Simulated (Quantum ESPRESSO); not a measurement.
# Hg2O in Quantum ESPRESSO: the effect of functional

Crystal: Hg2O.

```
Hg O
1.0
     0.00000    3.28140    3.28140
     3.28140    0.00000    3.28140
     3.28140    3.28140    0.00000
Hg O
2 1
Cartesian
  3.2814 3.2814 3.2814
  4.9221 4.9221 4.9221
  1.6407 1.6407 1.6407
```

The cell was built by a generator and needn't be a form met in nature.

Alike in all runs:

| Quantity | Value |
| --- | --- |
| Program | Quantum ESPRESSO 7.5 |
| Task | phonons |
| Cutoff | 612 eV |
| Density cutoff | 4898 eV |
| k mesh | 2 × 2 × 2, shifted |
| Occupations | fermi-dirac, width 0.05 eV |
| Spin | no spin polarisation |

Each run relaxes the cell or the atoms first.

```csv
functional,potentials or basis,relaxed volume (Å³/atom),dielectric constant (mean),highest phonon frequency (cm⁻¹)
LDA,GBRV 1.5 LDA,18.84,19.43,141
PBEsol,GBRV 1.5 PBEsol,19.59,19.85,131
revPBE,GBRV 1.5 PBE,?,?,?
BLYP,GBRV 1.5 PBE,22.55,21.97,100
PW91,GBRV 1.5 PBE,20.87,20.74,116
vdW-DF-cx,GBRV 1.5 PBE,19.82,20.09,130
```

Question: What does the run with functional revPBE give?

Answer: Relaxed volume 21.79 Å³/atom; dielectric constant 21.29 mean; highest phonon frequency 105 cm⁻¹.

Caveats: all runs use coarse meshes; some modes are imaginary; the potentials were made for another functional, which shifts forces and pressure (some runs); the volume moved by over 15 % at a fixed basis, so the end points are rough (some runs).

Runs at the PBE level aren't shown here.
